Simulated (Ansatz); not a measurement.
# Sn: stress in a strained cell

Sn is deformed so: zz strain of +1 %. What stress and forces result, by LAPW, PAW and all-electron datasets made for the crystal?

Computed with Ansatz 0.2.0 (DFT LDA, scalar-relativistic, unless a step's input says otherwise).

## Step 1: The structure to begin with

The structure is tetragonal, space group I4_1/amd (No. 141). Conventional cell: a = 5.832 Å, b = 5.832 Å, c = 3.181 Å, α = 90.00°, β = 90.00°, γ = 90.00°. Sn (site symmetry -4m2) is surrounded by 6 Sn at 3.02 to 3.18 Å.

Structure file:

```
CELL_PARAMETERS angstrom
-2.91585 2.91585 1.59065
2.91585 -2.91585 1.59065
2.91585 2.91585 -1.59065
ATOMIC_POSITIONS crystal
Sn 0.00000 0.00000 0.00000
Sn 0.75000 0.25000 0.50000
```

Atoms are numbered in the order of the input: Sn1, Sn2.

## Step 2: The deformed structure

Space group I4_1/amd before, I4_1/amd after.

## Step 3: LAPW, all electrons

input.yaml reads:

```yaml
crystal:
  lattice:
    - [-2.91585, 2.91585, 1.6065565]
    - [2.91585, -2.91585, 1.6065565]
    - [2.91585, 2.91585, -1.6065565]
  atoms:
    - { symbol: Sn, position: [0.0, 0.0, 0.0] }
    - { symbol: Sn, position: [0.75, 0.25, 0.5] }
kpoints:
  mp_grid: { grid: [15, 15, 10] }
  band_path:
    path:
      - [0.0, 0.0, 0.0]
      - [0.0, 0.0, 0.5]
      - [-0.5, 0.5, 0.5]
      - [0.0, 0.0, 0.0]
      - [0.3258929891, 0.3258929891, -0.3258929891]
      - [-0.3258929891, 0.6741070109, 0.3258929891]
      - [-0.5, 0.5, 0.5]
      - [0.0, 0.0, 0.5]
      - [0.25, 0.25, 0.25]
    npoints: 5
scf:
  occupations: { method: fermi_dirac, width: 0.05 }
hamiltonian:
  xc: lda
  pseudopotentials: { kind: all_electron, lapw: { basis_error: 0.00025 } }
output:
  forces: true
  stress: true
  eigenvalues: true
```

Command:

```console
$ ansatz run input.yaml --threads 1 --pin off --max-ram 3072MiB --backend cpu --events-out ev --progress --plain --runs-dir out
```

## Step 4: Frozen-core PAW

input.yaml reads:

```yaml
crystal:
  lattice:
    - [-2.91585, 2.91585, 1.6065565]
    - [2.91585, -2.91585, 1.6065565]
    - [2.91585, 2.91585, -1.6065565]
  atoms:
    - { symbol: Sn, position: [0.0, 0.0, 0.0] }
    - { symbol: Sn, position: [0.75, 0.25, 0.5] }
kpoints:
  mp_grid: { grid: [15, 15, 10] }
scf:
  occupations: { method: fermi_dirac, width: 0.05 }
hamiltonian:
  xc: lda
  pseudopotentials: { kind: paw }
output:
  forces: true
  stress: true
  eigenvalues: true
  efg: { contact_densities: true }
  write_density: true
  write_potential: true
  elf: true
  volumetric_format: npy
```

## Step 5: Datasets made for this crystal

Changes to input.yaml since step 4:

```diff
@@ -14,3 +14,3 @@
   xc: lda
-  pseudopotentials: { kind: paw }
+  pseudopotentials: { kind: all_electron, datasets: crystal }
 output:
@@ -20,5 +20 @@
   efg: { contact_densities: true }
-  write_density: true
-  write_potential: true
-  elf: true
-  volumetric_format: npy
```

(Steps that only read results are left out.)

**Question.** What will these runs give? Wanted: pressure; largest shear or deviatoric stress.

The runs gave:

```
                                 quantity                                              value
                                 pressure  LAPW -2.24, PAW -2.25, crystal datasets -2.24 GPa
largest shear or deviatoric stress (LAPW)                                           0.92 GPa
```

The largest part of the stress beyond the pressure is 0.92 GPa in size, in the zz component; the atoms are carried along and not relaxed. No run of the undeformed cell stands beside it, so the pressure holds what the given cell had before the change. PAW: stress within 0.01 GPa of LAPW. Crystal datasets: stress within 0.01 GPa of LAPW. The k mesh doesn't keep the crystal's whole symmetry, which leaves small spurious terms.
